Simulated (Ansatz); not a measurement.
Ba2CrN2 under changes of volume

One of the cells (23.194 Å³/atom); the others are scaled copies at fixed shape and fractional positions:

```
Ba Cr N
1.0
    -2.08287    2.08287    6.68276
     2.08287   -2.08287    6.68276
     2.08287    2.08287   -6.68276
Ba Cr N
2 1 2
Direct
  0.85359 0.85359 0.00000
  0.14641 0.14641 0.00000
  0.50000 0.50000 0.00000
  0.36686 0.36686 0.00000
  0.63314 0.63314 0.00000
```

The cell comes from a database or a generator and needn't be the stable form of this composition.

| Quantity | Value |
| --- | --- |
| Program | Ansatz 0.2.0 |
| Functional | PBE |
| Potentials or basis | Ansatz PAW |
| Cutoff | 420 eV (not typed: the program's choice for these potentials) |
| k mesh | 9 × 9 × 9 |
| Occupations | fermi-dirac, width 0.05 eV |
| Spin | collinear spin, ferromagnetic start |
| Starting moments | [0.0, 0.0, 3.0, 0.0, 0.0] μB |

```tsv
volume (Å³/atom)	energy over the lowest point (meV/atom)	pressure (GPa)	largest force (eV/Å)
21.802	10.76	3.5	0.740
22.266	3.04	1.8	0.440
22.730	0.00	0.3	0.162
23.194	1.17	-1.1	0.097
23.658	6.15	-2.3	0.336
24.122	?	?	?
24.585	26.01	-4.5	0.765
```

Question: What does the run at 24.122 Å³/atom give?

Answer: Energy over the lowest point 14.54 meV/atom; pressure -3.5 GPa; largest force 0.559 eV/Å.

Worked out: A Birch-Murnaghan fit of order 3 (a polynomial in V^(-2/3)) to the other rows has its minimum at 22.83 Å³/atom with B0 = V·E''(V) = 70 GPa and B' = 4.1 at fixed shape and positions, which overstates the stiffness. It gives 14.55 meV/atom at 24.122 Å³/atom, against the run's 14.54, and -dE/dV = -3.5 GPa, against -3.5.

Energies are extrapolated to zero smearing.

Caveats: a cell with one magnetic atom can't hold antiferromagnetic order, which such compounds often take.
